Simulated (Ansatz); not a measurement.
# C2H7ClOSi: basis-set convergence

The task here is to estimate one member of a computed series from the others.

Program: Ansatz 0.2.0, Gaussian basis. Level of theory: one geometry, several basis sets. These are calculated values, not measurements.

Levels to be run: PBE0-D4/def2-SVP; ωB97M-V/def2-SVP; PBE0-D4/def2-QZVPP; ωB97M-V/def2-QZVPP; the functionals' def2-TZVPP values are taken from earlier runs.

**Structure used throughout**

All runs share one geometry, relaxed beforehand with PBE0-D4 in a triple-zeta def2 set.

12 atoms, charge 0, spin multiplicity 1.

Atoms are counted from 1 here; the program's logs count them from 0.

Bond lengths: O1–C2 1.416 Å, O1–H6 0.963 Å, C2–Si3 1.890 Å, C2–H7 1.102 Å, C2–H8 1.095 Å, Si3–C4 1.890 Å, Si3–H9 1.491 Å, Si3–H10 1.484 Å, C4–Cl5 1.795 Å, C4–H11 1.091 Å, C4–H12 1.090 Å. Angles: C2–O1–H6 108.4°, O1–C2–Si3 114.4°, O1–C2–H7 111.7°, O1–C2–H8 106.6°, Si3–C2–H7 109.6°, Si3–C2–H8 108.2°, H7–C2–H8 105.8°, C2–Si3–C4 110.4°, C2–Si3–H9 110.1°, C2–Si3–H10 110.9°, C4–Si3–H9 106.7°, C4–Si3–H10 108.6°, H9–Si3–H10 110.1°, Si3–C4–Cl5 110.4°, Si3–C4–H11 111.7°, Si3–C4–H12 112.5°, Cl5–C4–H11 106.8°, Cl5–C4–H12 106.9° and more.

Set-up of the first run:

The input, in.yaml:

```yaml
crystal:
  periodic: [false, false, false]
  atoms:
    - {symbol: O, position_ang: [-0.970673, 1.273579, 1.459329]}
    - {symbol: C, position_ang: [-0.431887, -0.035609, 1.419974]}
    - {symbol: Si, position_ang: [0.897776, -0.293056, 0.102008]}
    - {symbol: C, position_ang: [0.120212, -0.317146, -1.620436]}
    - {symbol: Cl, position_ang: [-0.870893, 1.156284, -1.880389]}
    - {symbol: H, position_ang: [-1.255878, 1.511349, 0.571281]}
    - {symbol: H, position_ang: [-1.219191, -0.797488, 1.305622]}
    - {symbol: H, position_ang: [0.019703, -0.218176, 2.400133]}
    - {symbol: H, position_ang: [1.557999, -1.616646, 0.292464]}
    - {symbol: H, position_ang: [1.908195, 0.793417, 0.149469]}
    - {symbol: H, position_ang: [-0.545423, -1.171224, -1.751084]}
    - {symbol: H, position_ang: [0.866960, -0.340284, -2.414271]}
basis:
  gaussian: {orbitals: def2-SVP}
hamiltonian: {xc: pbe0, dispersion: d4}
output: {orbitals: {seedname: orbitals}}
```

Among the steps run: PBE0-D4 in def2-SVP; ωB97M-V in def2-SVP; PBE0-D4 in def2-QZVPP; ωB97M-V in def2-QZVPP.

One table of the session follows, with a row left open; its other results are not shown here.

It belongs to the step «Density functionals: the series». 

| functional | basis | HOMO (eV) | LUMO (eV) |
| --- | --- | --- | --- |
| PBE0-D4 | def2-SVP | -7.28 | 0.45 |
| PBE0-D4 | def2-TZVPP | -7.50 | -0.02 |
| PBE0-D4 | def2-QZVPP | -7.54 | -0.21 |
| ωB97M-V | def2-SVP | -9.62 | 2.54 |
| ωB97M-V | def2-TZVPP | ? | ? |
| ωB97M-V | def2-QZVPP | -9.89 | 1.35 |

**Question.** Estimate the row for ωB97M-V, def2-TZVPP.

The run gave: HOMO (eV): -9.85; LUMO (eV): 1.81. In the column «HOMO (eV)» it lies between ωB97M-V, def2-QZVPP (-9.89) and ωB97M-V, def2-SVP (-9.62).
